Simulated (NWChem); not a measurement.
# B2O2 (SMILES O=BB=O): levels of theory compared

Wanted: a comparison of 6 runs (HF/aug-cc-pVDZ, PBE0/def2-TZVP, B3LYP/6-31G*, B3LYP/def2-SVPD, SVWN5/aug-cc-pVDZ) of B2O2. 

Program for the calculation: NWChem 7.3.0.

## (1) The structure to begin with

B2O2 has 4 atoms, charge 0, and is taken as a singlet. As SMILES, `O=BB=O`. The coordinates come from a PBE0-D4/def2-TZVP relaxation.

Bond lengths: O1–B2 1.197 Å, B2–B3 1.640 Å, B3–O4 1.197 Å. Angles: O1–B2–B3 180.0°, B2–B3–O4 180.0°.

## (2) Energy and forces at HF/aug-cc-pVDZ (run 1)

b2o2.xyz reads:

```xyz
4
diboron dioxide
O     -0.743090     0.459760     1.817650
B     -0.302300     0.187070     0.739120
B      0.302150    -0.186920    -0.739220
O      0.743230    -0.459920    -1.817550
```

b2o2.nw reads:

```
start b2o2
title "diboron dioxide"
memory total 2200 mb

geometry noautosym nocenter noautoz
 load format xyz b2o2.xyz
end

basis spherical bse
 * library aug-cc-pVDZ
end

scf
 thresh 1e-08
 maxiter 80
 print low
end

task scf gradient
```

Started as:

```bash
nwchem b2o2.nw > b2o2.out
```

Log:

```text
[...]
  functions       =    92
[...]
  wavefunction    = RHF
[...]
         Total SCF energy =   -199.207666680277
      One-electron energy =   -404.755579706919
      Two-electron energy =    138.785685259878
 Nuclear repulsion energy =     66.762227766764
        Time for solution =     42.0s
[...]
                         RHF ENERGY GRADIENTS
    atom               coordinates                        gradient
                 x          y          z           x          y          z
   1 O      -1.404236   0.868820   3.434860   -0.011513   0.007122   0.028182
   2 B      -0.571264   0.353511   1.396734    0.016608  -0.010275  -0.040643
   3 B       0.570981  -0.353228  -1.396923   -0.016621   0.010290   0.040628
   4 O       1.404501  -0.869123  -3.434671    0.011526  -0.007136  -0.028167
 Task  times  cpu:       51.7s     wall:       51.7s
 Total times  cpu:       51.7s     wall:       51.7s
```

It took 53 s on 1 thread of Intel Xeon Platinum 8259CL at 2.50GHz (Skylake/Cascade Lake), shared host; peak memory 0.1 GiB.

## (3) Energy and gradient at PBE0/def2-TZVP (run 2)

b2o2.nw reads:

```
START b2o2
memory total 2200 mb

GEOMETRY noautosym nocenter noautoz
O    -0.743090    0.459760    1.817650
B    -0.302300    0.187070    0.739120
B     0.302150   -0.186920   -0.739220
O     0.743230   -0.459920   -1.817550
END

BASIS spherical bse
* library def2-TZVP
END

DFT
xc pbe0
grid fine
convergence energy 1e-08
maxiter 100
mulliken
print low
END

TASK dft gradient
```

Started as:

```bash
nwchem b2o2.nw > b2o2.out
```

Log:

```text
[...]
 d= 0,ls=0.0,diis     1   -199.8214795302 -2.67D+02  1.97D-02  1.95D+00     5.2
[...]
 d= 0,ls=0.0,diis     8   -200.0798728905  4.61D-09  8.49D-07  6.81D-08    33.2
         Total DFT energy =     -200.079872890511
      One electron energy =     -405.190537495436
           Coulomb energy =      163.408193432089
    Exchange-Corr. energy =      -25.059756593928
 Nuclear repulsion energy =       66.762227766764
[...]
      Total Density - Mulliken Population Analysis
     ---------------------------------------------
    Atom       Charge   Shell Charges
 -----------   ------   -------------------------------------------------------
    1 O    8     8.09   0.79  1.18  0.61  0.87  0.30  1.86  1.74  0.71  0.00  0.02  0.00
    2 B    5     4.91   0.92  1.05  0.55  0.38  0.03  1.03  0.70  0.11  0.06  0.06  0.03
    3 B    5     4.91   0.92  1.05  0.55  0.38  0.03  1.03  0.70  0.11  0.06  0.06  0.03
    4 O    8     8.09   0.79  1.18  0.61  0.87  0.30  1.86  1.74  0.71  0.00  0.02  0.00
[...]
                         DFT ENERGY GRADIENTS
    atom               coordinates                        gradient
                 x          y          z           x          y          z
   1 O      -1.404236   0.868820   3.434860    0.000038  -0.000024  -0.000082
   2 B      -0.571264   0.353511   1.396734    0.000018  -0.000012  -0.000054
   3 B       0.570981  -0.353228  -1.396923   -0.000023   0.000017   0.000047
   4 O       1.404501  -0.869123  -3.434671   -0.000033   0.000018   0.000090
 Task  times  cpu:       47.9s     wall:       47.9s
 Total times  cpu:       48.0s     wall:       48.0s
```

It took 49 s on 1 thread of Intel Xeon Platinum 8259CL at 2.50GHz (Skylake/Cascade Lake), shared host; peak memory 0.13 GiB.

Run 3 isn't shown in full; the table further down has it.

## (4) Energy and gradient at B3LYP/6-31G(d) (Cartesian functions) (run 4)

job.xyz reads:

```xyz
4
B2O2
O     -0.743090     0.459760     1.817650
B     -0.302300     0.187070     0.739120
B      0.302150    -0.186920    -0.739220
O      0.743230    -0.459920    -1.817550
```

run.py reads:

```python
from ase.io import read
from ase.calculators.nwchem import NWChem

mol = read('job.xyz')

calc = NWChem(
    label='job',
    theory='dft',
    memory='2200 mb',
    basis='6-31G*',
    dft={'xc': 'b3lyp', 'mult': '1', 'grid': 'xfine', 'convergence': 'energy 1e-08', 'iterations': '100', 'mulliken': None},
)
mol.calc = calc

forces = mol.get_forces()
e = mol.get_potential_energy()
print(f"E = {e:.6f} eV")
print("forces (eV/A):")
for s, f in zip(mol.symbols, forces):
    print(f"{s:2s} {f[0]:10.5f} {f[1]:10.5f} {f[2]:10.5f}")
print("dipole (e A):", mol.get_dipole_moment().round(4))
```

Started as:

```bash
export ASE_NWCHEM_COMMAND="nwchem PREFIX.nwi > PREFIX.nwo"
python run.py
```

Log:

```text
E = -5448.761126 eV
forces (eV/A):
O    -0.27449    0.16985    0.67116
B     0.28128   -0.17396   -0.68767
B    -0.28123    0.17391    0.68803
O     0.27449   -0.16974   -0.67152
dipole (e A): [-0.0001  0.0001 -0.0001]
```

The calculator wrote job.nwi:

```
title "job"

permanent_dir job

scratch_dir job

start job

geometry units angstrom nocenter noautosym noautoz
  O  -7.4309000000000003e-01 4.5976000000000000e-01 1.8176500000000000e+00
  B  -3.0230000000000001e-01 1.8706999999999999e-01 7.3912000000000000e-01
  B  3.0214999999999997e-01 -1.8692000000000000e-01 -7.3921999999999999e-01
  O  7.4322999999999995e-01 -4.5992000000000000e-01 -1.8175500000000000e+00
end

memory 2200 mb

basis noprint
   * library 6-31G*
end

dft
  xc b3lyp
  mult 1
  grid xfine
  convergence energy 1e-08
  iterations 100
  mulliken
end

task dft gradient
```

job.nwo:

```text
Northwest Computational Chemistry Package (NWChem) 7.3.0
             --------------------------------------------------------

           Job information
           ---------------

    nwchem branch   = 7.3.0
    use scalapack   = T
    input           = job.nwi
    prefix          = job.
    data base       = job/job.db
    status          = startup
    nproc           =        1

           Memory information
           ------------------

[... 5 lines left out ...]
    hardfail = no
[... 88 lines left out ...]
  convergence criterion.
[... 41 lines left out ...]
          Spatial weights used:  Erf1
[... 32 lines left out ...]
 1-e energy   =    -402.833380
[... 42 lines left out ...]
           Coulomb energy =      163.475540026669
[... 490 lines left out ...]
          Convergence on density requested:  1.00D-05
[... 27 lines left out ...]
          total energy or number of iterations.
[... 35 lines left out ...]
                 ----------------------------------------
                 |  Time  |  1-e(secs)   |  2-e(secs)   |
                 ----------------------------------------
                 |  CPU   |       0.00   |       0.87   |
                 ----------------------------------------
                 |  WALL  |       0.00   |       0.87   |
                 ----------------------------------------

 Task  times  cpu:       18.8s     wall:       18.8s
 Total times  cpu:       18.9s     wall:       18.9s
```

It took 21 s on 1 thread of Intel Xeon Platinum 8259CL at 2.50GHz (Skylake/Cascade Lake), shared host; peak memory 0.13 GiB.

Run 5 isn't shown in full; the table further down has it.

## (5) Energy and forces at SVWN5/aug-cc-pVDZ (run 6)

run.py reads:

```python
from ase import Atoms
from ase.calculators.nwchem import NWChem

system = Atoms(['O', 'B', 'B', 'O'], positions=[
    [-0.743090, 0.459760, 1.817650],
    [-0.302300, 0.187070, 0.739120],
    [0.302150, -0.186920, -0.739220],
    [0.743230, -0.459920, -1.817550],
])

calc = NWChem(
    label='b2o2',
    theory='dft',
    memory='2200 mb',
    basis='aug-cc-pVDZ',
    basispar='spherical bse',
    dft={'xc': 'slater vwn_5', 'mult': '1', 'grid': 'fine', 'convergence': 'energy 1e-08', 'iterations': '100', 'mulliken': None},
)
system.calc = calc

forces = system.get_forces()
e = system.get_potential_energy()
print(f"E = {e:.6f} eV")
print("forces (eV/A):")
for s, f in zip(system.symbols, forces):
    print(f"{s:2s} {f[0]:10.5f} {f[1]:10.5f} {f[2]:10.5f}")
print("dipole (e A):", system.get_dipole_moment().round(4))
```

Started as:

```bash
export ASE_NWCHEM_COMMAND="nwchem PREFIX.nwi > PREFIX.nwo"
python run.py
```

Log:

```text
E = -5405.299348 eV
forces (eV/A):
O    -0.36422    0.22533    0.89073
B     0.44418   -0.27475   -1.08629
B    -0.44424    0.27480    1.08655
O     0.36427   -0.22538   -0.89099
dipole (e A): [-0.0001  0.0001 -0.0001]
```

The calculator wrote b2o2.nwi:

```
title "b2o2"

permanent_dir b2o2

scratch_dir b2o2

start b2o2

geometry units angstrom nocenter noautosym noautoz
  O  -7.4309000000000003e-01 4.5976000000000000e-01 1.8176500000000000e+00
  B  -3.0230000000000001e-01 1.8706999999999999e-01 7.3912000000000000e-01
  B  3.0214999999999997e-01 -1.8692000000000000e-01 -7.3921999999999999e-01
  O  7.4322999999999995e-01 -4.5992000000000000e-01 -1.8175500000000000e+00
end

memory 2200 mb

basis spherical bse noprint
   * library aug-cc-pVDZ
end

dft
  xc slater vwn_5
  mult 1
  grid fine
  convergence energy 1e-08
  iterations 100
  mulliken
end

task dft gradient
```

b2o2.nwo:

```text
Northwest Computational Chemistry Package (NWChem) 7.3.0
             --------------------------------------------------------

           Job information
           ---------------

    nwchem branch   = 7.3.0
    use scalapack   = T
    input           = b2o2.nwi
    prefix          = b2o2.
    data base       = b2o2/b2o2.db
    status          = startup
    nproc           =        1

           Memory information
           ------------------

[... 5 lines left out ...]
    hardfail = no
[... 88 lines left out ...]
  convergence criterion.
[... 37 lines left out ...]
          Spatial weights used:  Erf1
[... 32 lines left out ...]
 1-e energy   =    -402.284030
[... 42 lines left out ...]
           Coulomb energy =      162.958944766946
[... 716 lines left out ...]
          Convergence on density requested:  1.00D-05
[... 23 lines left out ...]
          total energy or number of iterations.
[... 35 lines left out ...]
                 ----------------------------------------
                 |  Time  |  1-e(secs)   |  2-e(secs)   |
                 ----------------------------------------
                 |  CPU   |       0.01   |       5.71   |
                 ----------------------------------------
                 |  WALL  |       0.01   |       5.71   |
                 ----------------------------------------

 Task  times  cpu:       27.1s     wall:       27.1s
 Total times  cpu:       27.1s     wall:       27.1s
```

It took 29 s on 1 thread of Intel Xeon Platinum 8259CL at 2.50GHz (Skylake/Cascade Lake), shared host; peak memory 0.11 GiB.

## (6) The series

```csv
run,level,iteration cap,module,energy (Eh),largest force (eV/Å),wall time
1,HF/aug-cc-pVDZ,80,scf,-199.207667,2.319,53 s
2,PBE0/def2-TZVP,100,dft,-200.079873,0.005,49 s
3,B3LYP/6-31G* (spherical functions),100,dft,-200.235392,0.786,22 s
4,B3LYP/6-31G* (Cartesian functions),100,dft,-200.238280,0.763,21 s
5,B3LYP/def2-SVPD,100,dft,-200.104155,0.344,39 s
6,SVWN5/aug-cc-pVDZ,100,dft,-198.641089,1.206,29 s
```

## (7) Outcome

| quantity | value |
| --- | --- |
| run 6: total energy | -198.64109 Eh |
| run 6: dipole moment | 0.00 D |
| run 6: HOMO energy | -9.73 eV |
| run 6: LUMO energy | -3.57 eV |
| run 6: HOMO–LUMO gap | 6.15 eV |
| run 6: largest force on an atom | 1.206 eV/Å |

Over runs 4, 5, 6 the HOMO–LUMO gap runs from 6.15 eV (SVWN5/aug-cc-pVDZ) to 8.17 eV (B3LYP/6-31G*). The two ends differ in method and basis. Totals of different functionals can't be ranked against each other. All runs together took 3.5 min, the longest 53 s.
